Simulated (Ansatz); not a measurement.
# C3H8OSSi: the cost of one run

Method: RKS PBE0/STO-3G, in Ansatz 0.2.0.

## 1. Starting point

Bond lengths: C1–C2 1.539 Å, C2–C3 1.532 Å, C3–O4 1.138 Å, C3–S5 1.766 Å, S5–Si6 2.158 Å, C1–H7 1.049 Å, C1–H8 1.107 Å, C1–H9 1.129 Å, C2–H10 1.112 Å, C2–H11 1.073 Å, Si6–H12 1.460 Å, Si6–H13 1.483 Å, Si6–H14 1.505 Å. Angles (14 of 22 angles, heavy atoms first): C1–C2–C3 113.8°, C2–C3–O4 124.4°, C2–C3–S5 111.7°, O4–C3–S5 123.6°, C3–S5–Si6 102.6°, C1–C2–H10 106.6°, C1–C2–H11 109.2°, C3–C2–H10 109.3°, C3–C2–H11 108.0°, C2–C1–H7 111.4°, C2–C1–H8 105.6°, C2–C1–H9 108.9°, S5–Si6–H12 109.5°, S5–Si6–H13 109.6°.

Structure file:

```xyz
14

C     0.2422   -2.5525   -0.0108
C     0.8252   -1.1946   -0.4407
C    -0.0311    0.0045   -0.0230
O    -0.9806   -0.0689    0.5995
S     0.7125    1.5352   -0.4951
Si   -0.6846    2.9912    0.2699
H     0.8399   -3.3473   -0.3431
H    -0.7619   -2.6056   -0.4738
H     0.0872   -2.5463    1.1076
H     1.8264   -1.1142    0.0357
H     0.9248   -1.1749   -1.5092
H    -1.9850    2.8012   -0.3663
H    -0.2275    4.3555   -0.0887
H    -0.8004    2.8876    1.7669
```

## 2. End point A

Input file input.yaml:

```yaml
crystal:
  periodic: [false, false, false]
  atoms:
    - { symbol: C, position_ang: [0.2422, -2.5525, -0.0108] }
    - { symbol: C, position_ang: [0.8252, -1.1946, -0.4407] }
    - { symbol: C, position_ang: [-0.0311, 0.0045, -0.023] }
    - { symbol: O, position_ang: [-0.9806, -0.0689, 0.5995] }
    - { symbol: S, position_ang: [0.7125, 1.5352, -0.4951] }
    - { symbol: Si, position_ang: [-0.6846, 2.9912, 0.2699] }
    - { symbol: H, position_ang: [0.8399, -3.3473, -0.3431] }
    - { symbol: H, position_ang: [-0.7619, -2.6056, -0.4738] }
    - { symbol: H, position_ang: [0.0872, -2.5463, 1.1076] }
    - { symbol: H, position_ang: [1.8264, -1.1142, 0.0357] }
    - { symbol: H, position_ang: [0.9248, -1.1749, -1.5092] }
    - { symbol: H, position_ang: [-1.985, 2.8012, -0.3663] }
    - { symbol: H, position_ang: [-0.2275, 4.3555, -0.0887] }
    - { symbol: H, position_ang: [-0.8004, 2.8876, 1.7669] }
basis:
  gaussian: { orbitals: STO-3G }
hamiltonian:
  xc: pbe0
relax:
  f_tol: 0.02
  max_steps: 50
output:
  orbitals: {}
```

Launch:

```
$ ansatz run input.yaml --threads 1 --pin off --max-ram 2048MiB --backend cpu --events-out ev --progress --plain --runs-dir out
```

What time and memory should one allow on 1 thread of Arm Neoverse V2, shared host?

About 31 s, with a peak of 0.16 GiB.
